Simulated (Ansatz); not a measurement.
# Sc2GaN3: the cost of one run

Program: Ansatz 0.2.0. Level of theory: DFT PBE, scalar-relativistic, plane waves, PAW. These are calculated values, not measurements.

## 1. Starting point

Symmetry: R-3m, No. 166, trigonal system. Conventional cell: a = 5.669 Å, b = 5.669 Å, c = 8.464 Å, α = 90.00°, β = 90.00°, γ = 120.00°. Sc (site symmetry 3m) has 3 N at 2.03 Å as nearest neighbours. Ga (site symmetry -3m) has 6 N at 2.16 Å as nearest neighbours. N (site symmetry 2/m) is surrounded by 2 Sc at 2.03 Å and 2 Ga at 2.16 Å.

Structure file:

```cif
data_structure
_symmetry_space_group_name_H-M 'R-3m:H'
_symmetry_Int_Tables_number 166
_cell_length_a 5.6693
_cell_length_b 5.6693
_cell_length_c 8.4638
_cell_angle_alpha 90.000
_cell_angle_beta 90.000
_cell_angle_gamma 120.000
_cell_volume 235.59
loop_
_atom_site_label
_atom_site_type_symbol
_atom_site_symmetry_multiplicity
_atom_site_Wyckoff_symbol
_atom_site_fract_x
_atom_site_fract_y
_atom_site_fract_z
_atom_site_occupancy
Sc1 Sc 6 c 0.33333 0.66667 0.85735 1
Ga1 Ga 3 b 0.33333 0.66667 0.16667 1
N1 N 9 e 0.00000 0.50000 0.00000 1
```

It is the end of an earlier relaxation with the same method, from a database cell with other species swapped in; it is a trial structure. At a tolerance of 0.05 Å it has space group R-3m (No. 166); it has 13.09 Å³/atom, an uncorrected energy of -0.47 eV/atom over the elements.

## 2. Bands, states and charges

File input.yaml:

```yaml
crystal:
  lattice:
    - [2.8346516093, 1.6365868697, 2.8212735286]
    - [-2.8346516093, 1.6365868697, 2.8212735286]
    - [0.0, -3.2731737393, 2.8212735286]
  atoms:
    - { symbol: Sc, position: [0.1906849368, 0.1906849368, 0.1906849368] }
    - { symbol: Sc, position: [0.8093150632, 0.8093150632, 0.8093150632] }
    - { symbol: Ga, position: [0.5, 0.5, 0.5] }
    - { symbol: "N", position: [0.0, 0.5, 0.5] }
    - { symbol: "N", position: [0.5, 0.5, 0.0] }
    - { symbol: "N", position: [0.5, 0.0, 0.5] }
basis:
  ecutwfc: 420
kpoints:
  mp_grid: { grid: [12, 12, 12] }
  band_path:
    path:
      - [[0.0, 0.0, 0.0], [0.5, 0.5, 0.5], [0.60899862, 0.39100138, 0.5]]
      - [[0.5, -0.39100138, 0.39100138], [0.5, 0.0, 0.0], [0.0, 0.0, 0.0], [0.44550069, -0.44550069, 0.0]]
      - [[0.55449931, 0.0, 0.44550069], [0.5, 0.0, 0.5], [0.0, 0.0, 0.0]]
    npoints: 14
hamiltonian:
  xc: pbe
scf:
  occupations: { method: gaussian, width: 0.1 }
  n_extra_bands: 15
output:
  forces: true
  stress: true
  eigenvalues: true
  populations: true
  dos: { projected: true, de: 0.02, nscf_kmesh: { grid: [15, 15, 15] } }
  bader: true
  write_density: true
  write_potential: true
  elf: true
  volumetric_format: npy
```

Run with:

```
$ ansatz run input.yaml --threads 1 --pin off --max-ram 2560MiB --backend cpu --events-out ev --progress --plain --runs-dir out
```

What time and memory should one allow on 1 thread of Arm Neoverse V2, shared host?

About 1.9 min, with a peak of 0.88 GiB.
